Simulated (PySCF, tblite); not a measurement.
# C₆H₁₄P₂: geometry, infrared bands and NMR shifts

Wanted: the infrared bands and NMR shifts of C₆H₁₄P₂ (`PP1CCCCCC1`), by calculation.

The runs use tblite 0.8.0 and PySCF 2.14.0, with density-fitted response routines of our own; the level of theory stands in each step. All values are computed, except where a source is named. Atoms are numbered from 0 throughout.

## 1. Starting geometry

22 atoms, charge 0, multiplicity 1; geometry from: force field or distance geometry start.

Bonds of the start (Å): P0–P1 2.30, P1–C2 1.84, C2–C3 1.54, C3–C4 1.54, C4–C5 1.53, C5–C6 1.53, C6–C7 1.54, C7–P1 1.84, P0–H8 1.41, P0–H9 1.41, C2–H10 1.09, C2–H11 1.09, C3–H12 1.10, C3–H13 1.09, C4–H14 1.11, C4–H15 1.10, C5–H16 1.09, C5–H17 1.10, C6–H18 1.09, C6–H19 1.10, C7–H20 1.10, C7–H21 1.10.

## 2. Relaxing the molecule with GFN2-xTB

Job settings and geometry (Å):

```
{"job": {"kind": "relax", "xc": "GFN2-xTB", "basis": "xTB"}, "charge": 0, "multiplicity": 1}
P      3.211500    -0.823400     0.788700
P      1.392500    -0.421000    -0.568500
C      1.022200     1.232800     0.154700
C     -0.313100     1.825100    -0.344500
C     -1.568800     1.056300     0.123300
C     -1.850200    -0.207800    -0.699600
C     -1.189500    -1.496100    -0.199300
C      0.205600    -1.407700     0.435500
H      4.177300    -0.102300     0.053400
H      3.566900    -2.088100     0.279300
H      1.812500     1.921000    -0.146100
H      1.005000     1.205900     1.249000
H     -0.389900     2.839700     0.072200
H     -0.304500     1.919100    -1.431400
H     -2.422000     1.743300    -0.034900
H     -1.539300     0.844600     1.202300
H     -2.928500    -0.375800    -0.705600
H     -1.570600    -0.046900    -1.746200
H     -1.165400    -2.204900    -1.028400
H     -1.851300    -1.953700     0.555000
H      0.111400    -1.007000     1.453200
H      0.577800    -2.433700     0.537000
```

Launch:

```sh
> OMP_NUM_THREADS=1 python probes_run.py task.json out
```

One launch serves the whole session: the jobs run in the order shown.

**Question.** This job is followed by: GFN2-xTB harmonic vibrations, gas phase; GIAO PBE0/pcSseg-1 NMR shielding, non-relativistic, gas phase. Predict these results of the whole session: strongest single infrared mode (GFN2-xTB); zero-point energy (GFN2-xTB); 13C shifts against TMS (PBE0/pcSseg-1, means over atoms taken as alike); 1H shifts against TMS (PBE0/pcSseg-1, means over atoms taken as alike); 31P shifts against H3PO4 (PBE0/pcSseg-1).

The runs gave:

| quantity | value |
| --- | --- |
| strongest single infrared mode (GFN2-xTB) | 2323 cm⁻¹, 118 km/mol |
| zero-point energy (GFN2-xTB) | 116.9 kcal/mol |
| 13C shifts against TMS (PBE0/pcSseg-1, means over atoms taken as alike) | 37.6, 32.2, 30.2 ppm |
| 1H shifts against TMS (PBE0/pcSseg-1, means over atoms taken as alike) | 2.20, 1.81, 1.64, 1.58 ppm |
| 31P shifts against H3PO4 (PBE0/pcSseg-1) | -88.2, -208.0 ppm |

What this shows: The optimisation took 77 steps and gained 0.261 eV; among the close pairs (by a distance rule), P0–P1 changed most, from 2.305 to 2.175 Å. No mode is imaginary among the 60: a minimum at this level. The strongest single mode, at 2323 cm⁻¹, moves mainly H9 and H8. GFN2-xTB is a fitted tight-binding method: band positions and strengths are rough. Its intensities can rank the bands wrongly. At PBE0/pcSseg-1: The largest span, 148 ppm, is at P0, where the paramagnetic term is -441 ppm.
